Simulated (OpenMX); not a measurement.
The system is CuF.

```
CELL_PARAMETERS angstrom
2.47101 0.00000 0.00000
0.00000 2.47101 0.00000
0.00000 0.00000 3.41650
ATOMIC_POSITIONS crystal
Cu 0.00000 0.00000 0.00000
F 0.50000 0.50000 0.50000
```

The cell was built by a generator and needn't be a form met in nature.

Base run:

| Quantity | Value |
| --- | --- |
| Program | OpenMX 3.8.5 |
| Functional | PBE |
| Potentials or basis | OpenMX 2013 PBE set, Cu6.0H-s3p2d2, F6.0-s2p2d1, grid cutoff 500 Ry |
| k mesh | 9 × 9 × 7 |
| Occupations | fermi-dirac, width 0.05 eV |
| Spin | no spin polarisation |

Its results: band gap on the k mesh none (metal or under the smearing width); pressure 6.4 GPa; largest force 0.056 eV/Å.

Problem. The run is repeated on the same cell with these changes: dispersion from none to D3. What comes out?

Solution. Band gap on the k mesh none (metal or under the smearing width); pressure 3.2 GPa; largest force 0.056 eV/Å.

Dispersion adds attraction, which lowers the pressure at fixed volume and, as a term added to the energy, leaves the levels alone.

Caveats: the basis of atomic orbitals isn't converged, which shifts pressures, moduli and gaps; the run has no spin polarisation, though such a crystal can be magnetic; semilocal functionals often make such compounds metallic where correlation or magnetic order opens a gap, which also shifts bond lengths; pairwise dispersion overbinds metals, which lowers pressure and volume (some runs).

Not every run made on this cell is shown here.
